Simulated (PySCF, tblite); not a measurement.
# C₂₈H₂₆Si₂: electronic excitations, NMR shifts, part 1 of 2

Aim: compute the electronic excitations, NMR shifts of C₂₈H₂₆Si₂ (`C[Si](C#C[Si](C)(c1ccccc1)c1ccccc1)(c1ccccc1)c1ccccc1`).

Computed with tblite 0.8.0 and PySCF 2.14.0 and routines of our own; the level stands in each step. Atoms count from 0.

### Step 1. The system as given

56 atoms, charge 0, multiplicity 1; geometry from: force field, distance geometry or constructed start.

### Step 2. Relaxing the molecule with GFN2-xTB

Job settings and geometry (Å):

```
{"job": {"kind": "relax", "xc": "GFN2-xTB", "basis": "xTB"}, "charge": 0, "multiplicity": 1}
C      3.281300    -2.243900    -1.851700
Si     2.462500    -1.111400    -0.614600
C      0.601700    -1.021300    -0.880400
C     -0.593900    -0.897800    -1.007800
Si    -2.463600    -0.634000    -1.099600
C     -3.272500    -1.889900    -2.221000
C     -2.792200     1.161600    -1.666300
C     -3.602800     1.447600    -2.772300
C     -3.829400     2.763800    -3.170100
C     -3.253100     3.817400    -2.465000
C     -2.442400     3.552600    -1.367400
C     -2.213300     2.233900    -0.965000
C     -3.256700    -0.694200     0.636800
C     -2.541500    -1.218200     1.726500
C     -3.130200    -1.263800     2.997200
C     -4.427700    -0.801600     3.195700
C     -5.142900    -0.281100     2.115500
C     -4.565800    -0.233200     0.843100
C      3.252800     0.623200    -0.685400
C      2.545600     1.712300    -1.221700
C      3.122600     2.983600    -1.287500
C      4.420600     3.181200    -0.822400
C      5.143300     2.116800    -0.282900
C      4.559400     0.837100    -0.224500
C      2.793700    -1.650400     1.192800
C      2.202400    -0.944800     2.261400
C      2.437200    -1.326600     3.581000
C      3.247400    -2.425000     3.861200
C      3.833500    -3.139200     2.814700
C      3.609900    -2.758600     1.494300
H      2.883800    -3.258700    -1.775000
H      4.357100    -2.286800    -1.697000
H      3.096600    -1.888200    -2.872100
H     -3.087200    -2.906500    -1.849200
H     -2.870000    -1.822200    -3.239000
H     -4.351500    -1.736700    -2.270900
H     -4.076700     0.649700    -3.353200
H     -4.462200     2.976100    -4.032700
H     -3.427100     4.840400    -2.776700
H     -1.991300     4.376700    -0.813100
H     -1.574700     2.057500    -0.093900
H     -1.520900    -1.597300     1.620100
H     -2.561400    -1.673100     3.831200
H     -4.874800    -0.842200     4.175000
H     -6.158600     0.086600     2.266900
H     -5.152600     0.189900     0.023400
H      1.529100     1.592800    -1.599600
H      2.562100     3.814500    -1.702400
H      4.872900     4.167900    -0.871700
H      6.152500     2.268800     0.080600
H      5.149400     0.022600     0.208600
H      1.577600    -0.078600     2.071600
H      1.979700    -0.769800     4.394100
H      3.421200    -2.725100     4.886800
H      4.466000    -3.997200     3.036700
H      4.080300    -3.339400     0.703600
```

On the command line:

```console
OMP_NUM_THREADS=2 python large_run.py task.json out
```

One launch serves the whole session: the jobs run in the order shown.

Log:

```text
step      E/eV     max force
  0   -2081.67832    1.220
  1   -2081.78708    1.647
  2   -2081.82950    1.985
  3   -2081.87835    0.480
  4   -2081.89291    0.327
  5   -2081.89942    0.191
  6   -2081.90391    0.138
  7   -2081.90959    0.208
  8   -2081.91349    0.167
  9   -2081.91722    0.103
 10   -2081.92045    0.106
 11   -2081.92339    0.103
 12   -2081.92606    0.079
 13   -2081.92728    0.152
 14   -2081.92928    0.180
 15   -2081.93015    0.063
 16   -2081.93100    0.122
 17   -2081.93196    0.125
 18   -2081.93266    0.056
 19   -2081.93341    0.051
 20   -2081.93426    0.101
 21   -2081.93527    0.113
 22   -2081.93654    0.091
 23   -2081.93822    0.120
 24   -2081.94001    0.108
 25   -2081.94126    0.090
 26   -2081.94182    0.041
 27   -2081.94210    0.033
 28   -2081.94237    0.043
 29   -2081.94270    0.055
 30   -2081.94312    0.052
 31   -2081.94361    0.059
 32   -2081.94413    0.047
 33   -2081.94457    0.047
 34   -2081.94492    0.037
 35   -2081.94527    0.041
 36   -2081.94565    0.047
 37   -2081.94605    0.047
 38   -2081.94641    0.036
 39   -2081.94674    0.033
 40   -2081.94708    0.045
 41   -2081.94742    0.044
 42   -2081.94773    0.038
 43   -2081.94804    0.029
 44   -2081.94842    0.054
 45   -2081.94892    0.065
 46   -2081.94945    0.062
 47   -2081.94989    0.039
 48   -2081.95026    0.036
 49   -2081.95068    0.062
 50   -2081.95119    0.068
 51   -2081.95163    0.051
 52   -2081.95192    0.028
 53   -2081.95214    0.034
 54   -2081.95240    0.053
 55   -2081.95271    0.049
 56   -2081.95295    0.026
 57   -2081.95309    0.018
```

Run time: 9.8 s. Hardware: 2 threads of Intel Xeon at 2.70GHz, shared host; peak memory 0.19 GiB.

Step by step:

```csv
step,energy from step 0 (eV),largest force (eV/Å)
0,0.0000,1.2201
1,-0.1088,1.6468
2,-0.1512,1.9849
3,-0.2000,0.4798
4,-0.2146,0.3268
5,-0.2211,0.1904
6,-0.2256,0.1389
7,-0.2313,0.2079
8,-0.2352,0.1672
12,-0.2477,0.0795
16,-0.2527,0.1229
20,-0.2559,0.1010
24,-0.2617,0.1078
28,-0.2641,0.0431
32,-0.2658,0.0468
36,-0.2673,0.0473
40,-0.2688,0.0452
44,-0.2701,0.0539
48,-0.2719,0.0359
53,-0.2738,0.0348
54,-0.2741,0.0526
55,-0.2744,0.0492
56,-0.2746,0.0260
57,-0.2748,0.0177
```

Close pairs (by a distance rule), those that changed most:

```
   bond  before (Å)  after (Å)  change (Å)
 C0–Si1       1.866      1.903      +0.036
 Si4–C5       1.868      1.903      +0.035
 C3–Si4       1.890      1.857      -0.034
 Si1–C2       1.882      1.857      -0.025
C22–C23       1.408      1.383      -0.025
Si1–C24       1.915      1.894      -0.021
C24–C29       1.409      1.390      -0.019
C24–C25       1.410      1.392      -0.018
```

The end geometry stands in the next job.

### Step 3. Harmonic vibrations with GFN2-xTB

Job settings and geometry (Å):

```
{"job": {"kind": "ir", "xc": "GFN2-xTB", "basis": "xTB"}, "charge": 0, "multiplicity": 1}
C      3.143220    -2.250901    -1.859935
Si     2.435243    -1.077996    -0.539326
C      0.600635    -0.915183    -0.774138
C     -0.597104    -0.792734    -0.900270
Si    -2.431871    -0.564033    -1.068797
C     -3.135352    -1.898973    -2.227746
C     -2.728292     1.196042    -1.702009
C     -3.544264     1.473356    -2.792634
C     -3.788703     2.776915    -3.186936
C     -3.215771     3.828448    -2.492585
C     -2.391113     3.570147    -1.409733
C     -2.152871     2.265648    -1.020967
C     -3.201779    -0.679269     0.660106
C     -2.490308    -1.206899     1.732410
C     -3.058059    -1.289222     2.991090
C     -4.352802    -0.843820     3.197551
C     -5.073417    -0.309403     2.142297
C     -4.499026    -0.227532     0.887096
C      3.202900     0.650582    -0.672324
C      2.490716     1.715687    -1.213366
C      3.056659     2.974201    -1.308538
C      4.350009     3.188097    -0.862679
C      5.071065     2.140093    -0.314846
C      4.498690     0.884945    -0.220243
C      2.728718    -1.691044     1.228363
C      2.148438    -0.999997     2.288877
C      2.384897    -1.373875     3.597989
C      3.212056    -2.451326     3.869944
C      3.789679    -3.155508     2.827579
C      3.547250    -2.776174     1.519217
H      2.731986    -3.250688    -1.759815
H      4.224799    -2.321685    -1.790681
H      2.899708    -1.891090    -2.854985
H     -2.891382    -2.889560    -1.856367
H     -2.722435    -1.809565    -3.227754
H     -4.216778    -1.832341    -2.301718
H     -3.997843     0.658759    -3.339293
H     -4.428456     2.974138    -4.035889
H     -3.410604     4.847046    -2.795109
H     -1.937666     4.388001    -0.867573
H     -1.513009     2.065535    -0.172717
H     -1.477616    -1.550638     1.574738
H     -2.489559    -1.700911     3.813153
H     -4.799490    -0.912188     4.178932
H     -6.082527     0.044843     2.301538
H     -5.062925     0.200445     0.068939
H      1.478950     1.552519    -1.557271
H      2.487452     3.790364    -1.730518
H      4.795422     4.169313    -0.940795
H      6.079081     2.304473     0.039948
H      5.063439     0.073082     0.218477
H      1.506841    -0.155709     2.077885
H      1.927745    -0.824405     4.408710
H      3.405290    -2.741937     4.892222
H      4.431530    -4.000198     3.035525
H      4.003968    -3.330235     0.711327
```

Log:

```text
mode    cm-1     km/mol
  1      -8.4      0.01
  2      -4.4      0.06
  3       8.2      0.01
  4      12.7      0.07
  5      13.0      0.01
  6      21.7      0.01
  7      22.6      0.02
  8      30.5      0.05
  9      33.4      0.08
 10      39.4      0.06
 11      50.9      0.13
 12      86.2      0.06
 13     102.2      0.42
 14     116.5      0.38
 15     120.4      0.56
 16     129.4      0.49
 17     133.5      0.43
 18     151.0      2.99
 19     158.3      0.33
 20     173.6      0.04
 21     181.0      3.89
 22     187.9      1.84
 23     209.9     13.83
 24     210.0      4.14
 25     223.7     12.72
 26     229.1     14.94
 27     261.9     21.87
 28     296.2      0.59
 29     307.6     20.69
 30     326.2     38.14
 31     353.6     13.42
 32     356.6      0.01
 33     356.7      0.01
 34     357.6      0.03
 35     357.9      0.05
 36     411.4      1.93
 37     417.6     26.48
 38     438.0     25.99
 39     440.3      9.53
 40     448.7      0.25
 41     453.6    122.47
 42     506.8     14.10
 43     589.2      0.00
 44     589.2      0.07
 45     589.4      0.06
 46     590.3      0.11
 47     656.0      0.79
 48     662.4      6.97
 49     662.6      0.18
 50     663.4      5.84
 51     663.7      1.15
 52     671.8      0.57
 53     695.1      0.63
 54     695.6     25.80
 55     732.4     19.88
 56     733.0      6.09
 57     733.9     11.37
 58     734.1     12.02
 59     755.0      2.35
 60     767.6    168.55
 61     800.5     18.74
 62     823.1     30.85
 63     824.8      1.90
 64     827.8    226.46
 65     871.3    549.99
 66     880.6      0.01
 67     880.9      0.94
 68     882.8      0.00
 69     883.1      0.02
 70     902.7      0.34
 71     903.0      0.63
 72     905.2      0.17
 73     905.5      0.33
 74     930.0      0.04
 75     930.2      0.01
 76     931.8      0.03
 77     932.0      0.11
 78     933.8      0.02
 79     934.0      0.01
 80     935.6      0.15
 81     935.9      0.02
 82     977.1      1.51
 83     977.1      1.28
 84     978.0      1.34
 85     978.0      0.51
 86    1085.3      0.69
 87    1085.3      0.80
 88    1086.0      1.17
 89    1086.0      1.31
 90    1122.1      0.71
 91    1122.3      1.09
 92    1123.2      3.24
 93    1124.4      0.54
 94    1149.7     25.95
 95    1150.3     27.59
 96    1152.2      3.13
 97    1152.4     85.69
 98    1183.1      0.03
 99    1183.2      0.07
100    1183.5      0.04
101    1183.6      0.01
102    1207.7      0.12
103    1208.6      2.43
104    1209.0      5.96
105    1210.5      0.61
106    1289.8      0.49
107    1289.9      0.87
108    1290.6      1.64
109    1290.9      0.19
110    1312.5      0.67
111    1312.7      0.33
112    1314.2      0.19
113    1314.4      0.21
114    1367.9      4.62
115    1368.4     17.99
116    1421.8      1.60
117    1422.0      9.97
118    1422.5      0.26
119    1422.6      3.02
120    1466.8     10.75
121    1466.9      1.50
122    1467.4     12.35
123    1467.7      4.10
124    1484.5      0.87
125    1484.8      0.83
126    1487.5      0.04
127    1488.0      0.12
128    1578.1      3.40
129    1578.3      0.85
130    1579.0      0.91
131    1579.1      1.16
132    1595.4      1.69
133    1595.6      4.05
134    1596.7      2.91
135    1596.8      2.15
136    2241.7      0.06
137    3037.4     31.24
138    3038.5     17.79
139    3043.8     36.15
140    3044.7     11.05
141    3044.9     46.34
142    3045.7     15.82
143    3053.7     15.57
144    3053.8     26.57
145    3061.8     26.93
146    3062.4      7.82
147    3062.8      3.73
148    3063.2      3.88
149    3063.7      5.61
150    3064.4      8.05
151    3067.8     29.90
152    3068.3     30.77
153    3071.6     21.76
154    3072.0      6.98
155    3074.7    116.71
156    3075.2    171.08
157    3075.7     40.40
158    3076.0    111.08
159    3084.9     85.84
160    3085.2     62.63
161    3086.3     78.10
162    3087.2     57.87
```

Wall time 58 s (2 threads of Intel Xeon at 2.70GHz, shared host); peak memory 0.19 GiB.

Which atoms move in the most intense modes:

| cm⁻¹ | km/mol | atoms |
| --- | --- | --- |
| 454 | 122.5 | Si1 19 %, Si4 19 % |
| 768 | 168.6 | Si4 22 %, Si1 21 %, C5 19 %, C0 18 % |
| 828 | 226.5 | H30 20 %, H32 19 %, H34 16 %, H33 14 % |
| 871 | 550.0 | C2 25 %, C3 25 %, Si4 17 %, Si1 17 % |
| 3075 | 116.7 | H41 44 %, H42 22 %, H44 12 %, H43 10 % |
| 3075 | 171.1 | H46 34 %, H47 22 %, H49 13 %, H48 10 % |
| 3076 | 111.1 | H55 30 %, H52 26 %, H54 23 % |
| 3085 | 85.8 | H43 54 %, H42 19 % |

### Step 4. Electronic excitations: TDDFT PBE/6-31G*

Settings changed since step 3:

```diff
@@ -1,2 +1,2 @@
-{"job": {"kind": "ir", "xc": "GFN2-xTB", "basis": "xTB"}, "charge": 0, "multiplicity": 1}
+{"job": {"kind": "uv", "basis": "6-31G*", "grid": 1, "kgrid": 0, "vcut": 1.5, "nstates": 8, "ntriplets": 3, "tda": false, "delta": ["ip_vertical", "ea_vertical", "triplet_vertical"], "pop": true, "xc": "PBE"}, "charge": 0, "multiplicity": 1}
 C      3.143220    -2.250901    -1.859935
```

With the program's defaults for keys left out, this is: TDDFT PBE/6-31G*, vertical, gas phase, core orbitals frozen in the response, virtual orbitals cut by energy.

Log:

```text
start: PBE on a coarse grid of 46870 points
cycle   1  E = -1659.7821745094  dE =  4.155e+00  |g| = 1.216e+00  |ddm| = 7.934e+00
cycle   2  E = -1659.4266032736  dE =  3.556e-01  |g| = 1.667e+00  |ddm| = 3.386e+00
cycle   3  E = -1660.2030447803  dE = -7.764e-01  |g| = 1.336e-01  |ddm| = 2.149e+00
cycle   4  E = -1660.2051714084  dE = -2.127e-03  |g| = 9.761e-02  |ddm| = 2.595e-01
cycle   5  E = -1660.2076363380  dE = -2.465e-03  |g| = 3.442e-02  |ddm| = 1.388e-01
cycle   6  E = -1660.2079664106  dE = -3.301e-04  |g| = 1.242e-02  |ddm| = 5.981e-02
cycle   7  E = -1660.2080156766  dE = -4.927e-05  |g| = 3.059e-03  |ddm| = 1.936e-02
final grid: 201278 points
cycle   8  E = -1659.8453953419  dE = -1.043e-04  |g| = 2.590e-02  |ddm| = 8.545e-02
cycle   9  E = -1659.8451719820  dE =  2.234e-04  |g| = 3.825e-02  |ddm| = 7.379e-02
cycle  10  E = -1659.8455604925  dE = -3.885e-04  |g| = 9.267e-03  |ddm| = 4.794e-02
cycle  11  E = -1659.8455827291  dE = -2.224e-05  |g| = 2.321e-03  |ddm| = 1.122e-02
cycle  12  E = -1659.8455862866  dE = -3.557e-06  |g| = 1.376e-03  |ddm| = 3.062e-03
cycle  13  E = -1659.8455863206  dE = -3.400e-08  |g| = 1.842e-04  |ddm| = 1.345e-03
cycle  14  E = -1659.8455847630  dE =  1.558e-06  |g| = 7.426e-05  |ddm| = 3.442e-04
converged SCF energy = -1659.8455847630

Static polarisability (au): isotropic 328.799, principal 264.795 315.121 406.480

Singlet excitations
state   eV       nm        f      main configurations
  1   4.6609    266.0   0.00097   H->L 0.83
  2   4.6727    265.3   0.00234   H-1->L 0.78, H->L+1 0.14
  3   4.7367    261.8   0.03118   H->L+1 0.68, H-1->L+3 0.10, H-1->L 0.10
  4   4.7435    261.4   0.00010   H-2->L 0.99
  5   4.7531    260.8   0.00161   H-3->L 0.92
  6   4.7549    260.8   0.00063   H-1->L+1 0.72, H->L+3 0.13
  7   4.8434    256.0   0.00434   H-2->L+1 0.49, H-4->L 0.22, H->L+2 0.19
  8   4.8497    255.7   0.00147   H-3->L+1 0.74, H-2->L+3 0.09

Triplet excitations (Tamm-Dancoff, eV): 4.1859 4.1861 4.2053
```

It took 4.3 min on 2 threads of Intel Xeon at 2.70GHz, shared host; peak memory 1.6 GiB.

Warnings kept with the result: ip_vertical: open-shell SCF did not converge; triplet_vertical: open-shell SCF did not converge.

The orbitals next to the gap, with their largest atomic shares:

| orbital | eV | atoms |
| --- | --- | --- |
| HOMO−4 | -5.99 | C3 10 %, C2 10 %, C24 8 % |
| HOMO−3 | -5.93 | C19 16 %, C22 16 %, C13 14 % |
| HOMO−2 | -5.93 | C13 15 %, C16 15 %, C19 13 % |
| HOMO−1 | -5.82 | C18 9 %, C12 9 %, C21 8 % |
| HOMO | -5.80 | C12 9 %, C18 9 %, C15 8 % |
| LUMO | -1.19 | C9 10 %, C27 10 %, C2 9 % |
| LUMO+1 | -1.13 | C21 8 %, C15 8 %, C2 7 % |
| LUMO+2 | -0.94 | C27 12 %, C9 12 %, C24 11 % |
| LUMO+3 | -0.93 | C15 13 %, C21 12 %, C12 11 % |

With each of the 8 states as a Gaussian band of 0.4 eV half-width at 1/e, the curve within the window shown has maxima at 261 nm (ε 1,700) L/(mol cm). Beyond the last state computed it falls off for lack of states. The curve at chosen wavelengths:

(nm, ε (L/mol/cm)): (241, 634), (244, 844), (246, 992), (249, 1210), (251, 1344), (254, 1516), (256, 1604), (259, 1686), (261, 1706), (264, 1685), (267, 1608), (269, 1531), (272, 1387), (274, 1278), (277, 1105), (279, 988), (282, 820), (285, 665), (287, 571), (290, 447), (292, 376), (295, 286), (297, 236), (300, 174), (302, 141), (305, 102)

Ground-state properties from the same run:

```
           property  computed
  dipole moment (D)      0.16
polarisability (Å³)     48.72
 HOMO–LUMO gap (eV)      4.61
      −ε(HOMO) (eV)      5.80
```

(Continued in part 2 of 2.)
